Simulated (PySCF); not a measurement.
# The bond of RbC+, level by level

Aim: find the lowest electronic state of RbC+, scan its bond at several levels of theory, and get bond length, wavenumber and dissociation energy from each curve.

The runs use PySCF 2.14.0; Rb def2-SVP with ECP28, C def2-SVP, scalar-relativistic core potentials.

## (1) Input

Settings of the job:

| Quantity | Value |
| --- | --- |
| atoms | Rb, C |
| charge | 1 |
| basis | Rb def2-SVP with ECP28, C def2-SVP |
| Hamiltonian | scalar-relativistic core potentials |
| basis functions | 38 |
| electrons treated | 14 |
| masses in u | 84.9118, 12.0000 |
| levels | PBE0, PBE, r²SCAN, BHandHLYP, MN15, BLYP, HF, MP2, SCS-MP2, CCSD, CCSD(T) |
| grid | 80 radial by 434 angular points |
| occupations | held fixed by the projection of orbital angular momentum |
| dissociation limit | Rb+ + C, each in its ground configuration |
| starting distance in angstrom | 2.870 |
| values of 2S to try | 0, 2 |

Launch:

```sh
$ OMP_NUM_THREADS=1 python dia.py task.json out
```

The runs that follow: The PBE0 curve of the state that the search chose; Higher solutions at PBE0; PBE (GGA); r²SCAN (meta-GGA); BHandHLYP (global hybrid GGA); MN15 (hybrid meta-GGA); BLYP; UHF (mean field); Adding correlation.

What does the calculation give? Wanted: for each run, Re; ωe; De; μ.

The runs gave:

Lowest PBE0 solution found, without spin–orbit coupling: ³Π (triplet), unpaired electrons σ ↑, π ↑. State 3 has its PBE0 minimum 0.45 eV higher, as a spin-mixed determinant (⟨S²⟩ = 1.00), so this is no gap between pure states. The other levels ran on the lowest alone.

```csv
level,Re (Å),ωe (cm⁻¹),De (eV),μ (D)
UHF,3.544,90.1,0.119,-1.46
UHF-MP2,3.439,101.6,0.144,n/a
UHF-SCS-MP2,3.456,99.4,0.138,n/a
UHF-CCSD,3.442,101.0,0.143,n/a
UHF-CCSD(T),3.437,101.8,0.146,n/a
PBE,3.392,108.4,0.189,-1.18
BLYP,3.440,101.5,0.172,-1.22
r²SCAN,3.419,103.5,0.154,-1.29
PBE0,3.395,106.1,0.166,-1.26
MN15,3.367,113.9,0.182,-1.22
BHandHLYP,3.394,106.4,0.152,-1.31
```

De is counted to Rb+ + C in their ground configurations. A positive dipole points from Rb to C; in an ion it is taken about the centre of mass and does not tell which atom is negative.

**Reading.** Bond lengths run from 3.367 Å (MN15) to 3.544 Å (UHF). CCSD(T) can't serve as the judge here: for a weak bond in this basis it is far from its limit. Of the levels with a De here, UHF gives the least (0.119 eV) and PBE the most (0.189 eV).

Correlated steps freeze 1 core orbital. The bond is weak, and basis-set superposition, which was not computed, may be a sizeable part of it. Spin–orbit coupling is left out.
